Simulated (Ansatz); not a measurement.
# Sm2F: the cost of one run

Computed with Ansatz 0.2.0 (DFT PBE, scalar-relativistic, plane waves, PAW; 4f electrons in the core of a trivalent norm-conserving potential, unless a step's input says otherwise).

1 further run of the same task is left out (it didn't finish).

## Step 1: The system as given

It takes space group P6/mmm (No. 191, hexagonal). Conventional cell: a = 4.656 Å, b = 4.656 Å, c = 3.828 Å, α = 90.00°, β = 90.00°, γ = 120.00°. Around Sm (site symmetry -6m2) lie 3 Sm at 2.69 Å and 3 F at 2.69 Å. F (site symmetry 6/mmm) has 6 Sm at 2.69 Å in its first shell of neighbours.

Coordinates:

```xyz
3
Lattice="4.6563 0.0000 0.0000 -2.3281 4.0325 0.0000 0.0000 0.0000 3.8282" Properties=species:S:1:pos:R:3 pbc="T T T"
Sm    0.0000    2.6883    1.9141
Sm    2.3281    1.3442    1.9141
F     0.0000    0.0000    1.9141
```

The cell is invented: random cell by space group and Wyckoff sites (P6/mmm, No. 191). The dimensions are guesses.

## Step 2: The guess as it stands, on a coarse mesh

Contents of input.yaml:

```yaml
crystal:
  lattice:
    - [4.65629908, 0.0, 0.0]
    - [-2.32814954, 4.03247329, 0.0]
    - [0.0, 0.0, 3.82821804]
  atoms:
    - { symbol: Sm, position: [0.33333333, 0.66666667, 0.5] }
    - { symbol: Sm, position: [0.66666667, 0.33333333, 0.5] }
    - { symbol: F, position: [0.0, 0.0, 0.5] }
basis:
  ecutwfc: 690
kpoints:
  mp_grid: { grid: [6, 6, 4] }
hamiltonian:
  xc: pbe
  pseudopotentials:
    kind: paw
    azcp: { Sm: "pseudopotentials/pbe/nc/lanthanide_3plus/Sm.nc.azcp" }
scf:
  occupations: { method: gaussian, width: 0.1 }
  lower_state_search: "off"
output:
  forces: true
  stress: true
  eigenvalues: true
```

Command:

```sh
$ ansatz run input.yaml --threads 1 --pin off --max-ram 2560MiB --backend cpu --events-out ev --progress --plain --runs-dir out
```

Q: Estimate wall time and peak memory on 1 thread of AMD EPYC (Zen 3), shared host.

About 11 s, with a peak of 0.36 GiB.
